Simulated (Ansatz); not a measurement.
# B2Cl2F2H2S2: a ladder of functionals and wavefunction methods

An exercise on one series of results from a longer session: the logs are not shown, and one member is left open.

Program: Ansatz 0.2.0, Gaussian basis. Level of theory: functionals in def2-TZVPP, the program's frozen cores in correlated methods. These are calculated values, not measurements.

Plan: LDA (SPW92), PBE-D4, revPBE-D4, BLYP-D4, r2SCAN-D4, B97M-V, PBE0-D4, B3LYP-D4, r2SCANh-D4, r2SCAN0-D4, HSE06-D4, BHLYP-D4, CAM-B3LYP-D4, LC-ωPBE, ωB97X-V, ωB97M-V, B2PLYP, PBE-QIDH; CCSD(T)/def2-SVP; MP2/def2-TZVPP; MP2/def2-QZVPP; RPA on PBE.

### The relaxed structure

The geometry comes from an earlier relaxation with PBE0-D4 in a triple-zeta def2 set; it is a stationary point, not always the lowest conformer.

SMILES `F[B@-]1(Cl)[SH+][B@@-](F)(Cl)[SH+]1`, 10 atoms, charge 0, spin multiplicity 1.

Atoms are counted from 1 here; the program's logs count them from 0.

Bond lengths: F1–B2 1.345 Å, B2–Cl3 1.792 Å, B2–S4 2.007 Å, B2–S8 2.007 Å, S4–B5 2.007 Å, S4–H9 1.347 Å, B5–F6 1.345 Å, B5–Cl7 1.792 Å, B5–S8 2.007 Å, S8–H10 1.347 Å. Angles: F1–B2–Cl3 117.7°, F1–B2–S4 111.3°, F1–B2–S8 111.3°, Cl3–B2–S4 109.0°, Cl3–B2–S8 109.0°, S4–B2–S8 96.2°, B2–S4–B5 82.5°, B2–S4–H9 94.8°, B5–S4–H9 94.8°, S4–B5–F6 111.3°, S4–B5–Cl7 109.0°, S4–B5–S8 96.2°, F6–B5–Cl7 117.7°, F6–B5–S8 111.3°, Cl7–B5–S8 109.0°, B2–S8–B5 82.4°, B2–S8–H10 94.8°, B5–S8–H10 94.8°.

Set-up of the first run:

Input file in.yaml:

```yaml
crystal:
  periodic: [false, false, false]
  atoms:
    - {symbol: F, position_ang: [-0.952256, -1.491322, -1.558556]}
    - {symbol: B, position_ang: [0.052240, -1.117811, -0.745993]}
    - {symbol: Cl, position_ang: [1.501797, -2.168755, -0.674338]}
    - {symbol: S, position_ang: [-0.605487, -0.781161, 1.120203]}
    - {symbol: B, position_ang: [0.357433, 0.960828, 0.861702]}
    - {symbol: F, position_ang: [-0.438667, 2.006627, 1.146856]}
    - {symbol: Cl, position_ang: [1.948896, 0.876329, 1.680813]}
    - {symbol: S, position_ang: [0.628567, 0.768525, -1.117729]}
    - {symbol: H, position_ang: [-1.804406, -0.305238, 0.732469]}
    - {symbol: H, position_ang: [-0.605116, 1.200778, -1.442429]}
basis:
  gaussian: {orbitals: def2-TZVPP}
hamiltonian: {xc: lda}
output: {orbitals: {seedname: orbitals}}
```

Run with:

```
$ ansatz run in.yaml --threads 4 --pin off --events-out ev --progress --plain --max-ram 11315MiB
```

Steps of the session up to this table: LDA; PBE-D4 (GGA); revPBE-D4 (GGA); BLYP-D4 (GGA); r2SCAN-D4 (meta-GGA); B97M-V (meta-GGA); B3LYP-D4 (hybrid); r2SCANh-D4 (hybrid); r2SCAN0-D4 (hybrid); HSE06-D4 (hybrid); BHLYP-D4 (hybrid); CAM-B3LYP-D4 (range-separated); LC-ωPBE (range-separated); ωB97X-V (range-separated); ωB97M-V (range-separated); B2PLYP (double hybrid); PBE-QIDH (double hybrid).

One of the session's tables, all rows but one given; the rest of the session is left out.

It belongs to the step «Orbital energies across the functionals». 

```
  functional  HOMO (eV)  gap (eV)
 LDA (SPW92)      -7.54      5.56
      PBE-D4      -7.39      5.61
   revPBE-D4      -7.32      5.65
     BLYP-D4      -7.22      5.57
   r2SCAN-D4      -7.73      6.13
      B97M-V      -7.83      6.26
     PBE0-D4      -8.73      7.86
    B3LYP-D4      -8.46      7.36
  r2SCANh-D4      -8.22      6.95
  r2SCAN0-D4      -8.93      8.16
    HSE06-D4      -8.33      7.08
    BHLYP-D4      -9.88     10.02
CAM-B3LYP-D4     -10.05     10.29
     LC-ωPBE          ?         ?
     ωB97X-V     -11.04     12.36
     ωB97M-V     -10.84     11.94
```

Estimate the missing values for LC-ωPBE.

The run gave: HOMO (eV): -11.38; gap (eV): 12.80. In the column «HOMO (eV)» it is the lowest.
